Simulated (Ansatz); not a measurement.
# CH9NSi3: up Jacob's ladder to CCSD(T)

The task here is to estimate one member of a computed series from the others.

The runs use Ansatz 0.2.0, Gaussian basis; functionals in def2-TZVPP, the program's frozen cores in correlated methods.

The runs, in order: PBE-D4, r2SCAN-D4, PBE0-D4, B3LYP-D4, ωB97X-V, ωB97M-V, B2PLYP; CCSD(T)/def2-TZVPP; MP2/def2-QZVPP; extrapolation to the limit.

## Structure used throughout

The geometry comes from an earlier relaxation with PBE0-D4 in a triple-zeta def2 set; it is a stationary point, not always the lowest conformer.

14 atoms, charge 0, spin multiplicity 1.

Atoms are counted from 1 here; the program's logs count them from 0.

Bond lengths: N1–Si2 1.708 Å, N1–H6 1.007 Å, N1–H7 1.006 Å, Si2–Si3 2.238 Å, Si2–C4 1.898 Å, Si2–H8 1.481 Å, Si3–C4 1.908 Å, Si3–H9 1.483 Å, Si3–H10 1.484 Å, C4–Si5 1.848 Å, C4–H11 1.091 Å, Si5–H12 1.490 Å, Si5–H13 1.490 Å, Si5–H14 1.490 Å. Angles: Si2–N1–H6 121.3°, Si2–N1–H7 121.2°, H6–N1–H7 112.0°, N1–Si2–Si3 122.6°, N1–Si2–C4 122.7°, N1–Si2–H8 110.4°, Si3–Si2–C4 54.2°, Si3–Si2–H8 122.9°, C4–Si2–H8 112.6°, Si2–Si3–C4 53.8°, Si2–Si3–H9 125.5°, Si2–Si3–H10 120.2°, C4–Si3–H9 117.0°, C4–Si3–H10 114.3°, H9–Si3–H10 111.9°, Si2–C4–Si3 72.0°, Si2–C4–Si5 117.5°, Si2–C4–H11 116.9° and more.

The first run:

Contents of in.yaml:

```yaml
crystal:
  periodic: [false, false, false]
  atoms:
    - {symbol: N, position_ang: [-1.955017, 1.819978, 0.311935]}
    - {symbol: Si, position_ang: [-0.918341, 0.503757, 0.642437]}
    - {symbol: Si, position_ang: [1.291529, 0.743615, 0.900318]}
    - {symbol: C, position_ang: [0.411816, -0.086033, -0.576154]}
    - {symbol: Si, position_ang: [0.619575, -1.908997, -0.795237]}
    - {symbol: H, position_ang: [-2.808940, 1.696443, -0.207389]}
    - {symbol: H, position_ang: [-1.599496, 2.757401, 0.234986]}
    - {symbol: H, position_ang: [-1.681532, -0.616135, 1.239542]}
    - {symbol: H, position_ang: [2.159616, -0.119225, 1.738245]}
    - {symbol: H, position_ang: [1.944562, 2.036212, 0.574661]}
    - {symbol: H, position_ang: [0.497114, 0.460676, -1.517006]}
    - {symbol: H, position_ang: [0.476193, -2.579272, 0.527803]}
    - {symbol: H, position_ang: [1.962396, -2.261720, -1.336613]}
    - {symbol: H, position_ang: [-0.412474, -2.476103, -1.708828]}
basis:
  gaussian: {orbitals: def2-TZVPP}
hamiltonian: {xc: pbe, dispersion: d4}
output: {forces: true, orbitals: {seedname: orbitals}}
```

On the command line:

```
> ansatz run in.yaml --threads 4 --pin off --events-out ev --progress --plain --max-ram 10444MiB
```

Among the steps run: PBE-D4 (GGA); r2SCAN-D4 (meta-GGA); PBE0-D4 (hybrid); B3LYP-D4 (hybrid); ωB97X-V (range-separated); ωB97M-V (range-separated); B2PLYP (double hybrid); CCSD(T) in def2-TZVPP; MP2 in def2-QZVPP.

One table of the session follows, with a row left open; its other results are not shown here.

| method | atomisation energy (eV) |
| --- | --- |
| PBE-D4 | 47.608 |
| r2SCAN-D4 | 47.465 |
| PBE0-D4 | 47.235 |
| B3LYP-D4 | 47.441 |
| ωB97X-V | 47.881 |
| ωB97M-V | 47.621 |
| B2PLYP | 46.744 |
| HF/def2-TZVPP | 34.618 |
| MP2/def2-TZVPP | 46.257 |
| CCSD/def2-TZVPP | 45.519 |
| CCSD(T)/def2-TZVPP | 46.126 |
| MP2/CBS | 47.642 |
| CCSD(T)/CBS | ? |

Estimate the missing values for CCSD(T)/CBS.

**Answer.** atomisation energy (eV): 47.511. In the column «atomisation energy (eV)» it lies between r2SCAN-D4 (47.465) and PBE-D4 (47.608).

Limits of these values: Free atoms (1 N, 3 Si, 1 C, 9 H) were run apart at each level; the atomisation energy is their sum less the molecule, without zero-point or spin-orbit terms.
